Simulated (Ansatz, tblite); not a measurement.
# The cluster Zn6Se4Cl4: one state, many levels

The task here is to estimate one member of a computed series from the others.

Computed with Ansatz 0.2.0, Gaussian basis. Level: as each input shows.

Levels to be run: GFN1-xTB, GFN2-xTB, PBE-D4/def2-TZVP, r2SCAN-D4/def2-TZVP, r2SCANh-D4/def2-TZVP, BHLYP-D4/def2-TZVP, B97M-V/def2-TZVP, PBE-D4/def2-SVP, PBE0-D4/def2-SVP, MP2/def2-SVP, RPA/def2-SVP.

1 further run of the same task is left out (it didn't finish).

## The geometry

The geometry is that of the singlet, from an earlier relaxation (PBE-D4/def2-SVP).

14 atoms, charge 0, spin multiplicity 1.

Bond lengths: Se1–Zn5 2.414 Å, Se1–Zn7 2.373 Å, Se1–Zn8 2.472 Å, Se2–Zn6 2.403 Å, Se2–Zn7 2.485 Å, Se2–Zn9 2.427 Å, Se3–Zn6 2.647 Å, Se3–Zn7 2.526 Å, Se3–Zn9 2.649 Å, Se3–Zn10 2.456 Å, Se4–Zn8 2.504 Å, Se4–Zn9 2.389 Å, Se4–Zn10 2.392 Å, Zn5–Cl11 2.146 Å, Zn5–Cl14 2.393 Å, Zn6–Cl12 2.127 Å, Zn8–Cl13 2.148 Å, Zn10–Cl14 2.272 Å. Angles: Zn5–Se1–Zn7 78.8°, Zn5–Se1–Zn8 104.0°, Zn7–Se1–Zn8 92.3°, Zn6–Se2–Zn7 76.9°, Zn6–Se2–Zn9 73.8°, Zn7–Se2–Zn9 65.8°, Zn6–Se3–Zn7 72.0°, Zn6–Se3–Zn9 66.4°, Zn6–Se3–Zn10 131.9°, Zn7–Se3–Zn9 62.0°, Zn7–Se3–Zn10 83.0°, Zn9–Se3–Zn10 65.7°, Zn8–Se4–Zn9 90.4°, Zn8–Se4–Zn10 77.9°, Zn9–Se4–Zn10 70.9°, Se1–Zn5–Cl11 128.4°, Se1–Zn5–Cl14 110.5°, Cl11–Zn5–Cl14 120.4° and more.

PBE0-D4/def2-TZVP was run before; its log isn't repeated, and its numbers join the tables.

The first run:

Tight binding, by tblite at 300 K electronic temperature and without a spin-polarisation term:

```python
tblite.interface.Calculator('GFN1-xTB', numbers, positions, charge=0, uhf=0).singlepoint()
```

Tight binding, by tblite at 300 K electronic temperature and without a spin-polarisation term:

```python
tblite.interface.Calculator('GFN2-xTB', numbers, positions, charge=0, uhf=0).singlepoint()
```

start.molden holds the orbitals of an earlier run on this state, given as this run's starting guess.

in.yaml

```yaml
crystal:
  periodic: [false, false, false]
  atoms:
    - {symbol: Se, position_ang: [-1.055012, 1.714211, -1.521884]}
    - {symbol: Se, position_ang: [1.816269, -1.491304, -2.113266]}
    - {symbol: Se, position_ang: [-0.386017, -1.704032, 0.962734]}
    - {symbol: Se, position_ang: [2.279038, 1.353267, 1.372180]}
    - {symbol: Zn, position_ang: [-2.518294, 0.928137, 0.229238]}
    - {symbol: Zn, position_ang: [0.930848, -3.249918, -0.735645]}
    - {symbol: Zn, position_ang: [-0.313276, -0.526354, -1.271088]}
    - {symbol: Zn, position_ang: [0.906333, 2.603373, -0.308430]}
    - {symbol: Zn, position_ang: [1.925856, -0.681176, 0.171422]}
    - {symbol: Zn, position_ang: [0.072806, 0.548396, 1.827065]}
    - {symbol: Cl, position_ang: [-4.088158, -0.529700, 0.101174]}
    - {symbol: Cl, position_ang: [0.725781, -5.336807, -0.381511]}
    - {symbol: Cl, position_ang: [1.492230, 4.634307, -0.691085]}
    - {symbol: Cl, position_ang: [-1.788414, 1.737611, 2.359095]}
basis:
  gaussian: {orbitals: def2-TZVP, fitting: {mean_field: def2-universal-jkfit}, initial_orbitals: start.molden}
hamiltonian: {xc: pbe, dispersion: d4}
scf: {omitted_lower_state_checks: [starts]}
output: {orbitals: {seedname: orbitals}}
```

The run is started by

```sh
> ansatz run in.yaml --threads 2 --pin off --events-out ev --progress --plain --max-ram 22528MiB --backend cuda --devices 0, --max-vram 18GiB
```

Among the steps run: PBE-D4/def2-TZVP; r2SCAN-D4/def2-TZVP; r2SCANh-D4/def2-TZVP; BHLYP-D4/def2-TZVP; B97M-V/def2-TZVP; PBE-D4/def2-SVP; PBE0-D4/def2-SVP; MP2/def2-SVP; RPA/def2-SVP.

One of the session's tables, all rows but one given; the rest of the session is left out.

It belongs to the step «Binding energy». 

| level | binding an atom (eV) |
| --- | --- |
| HF/def2-SVP | 1.674 |
| PBE-D4/def2-SVP | 2.593 |
| PBE-D4/def2-TZVP | 2.416 |
| r2SCAN-D4/def2-TZVP | ? |
| B97M-V/def2-TZVP | 2.328 |
| r2SCANh-D4/def2-TZVP | 2.483 |
| PBE0-D4/def2-SVP | 2.563 |
| PBE0-D4/def2-TZVP | 2.436 |
| BHLYP-D4/def2-TZVP | 2.250 |
| RPA/def2-SVP | 1.878 |
| MP2/def2-SVP | 2.364 |

**Question.** Estimate the row for r2SCAN-D4/def2-TZVP.

As computed: binding an atom (eV): 2.498. In the column «binding an atom (eV)» it lies between r2SCANh-D4/def2-TZVP (2.483) and PBE0-D4/def2-SVP (2.563).

Limits of these values: Free atoms were run apart at each level; binding is atoms less cluster, divided by the number of atoms, without zero-point or spin-orbit terms.
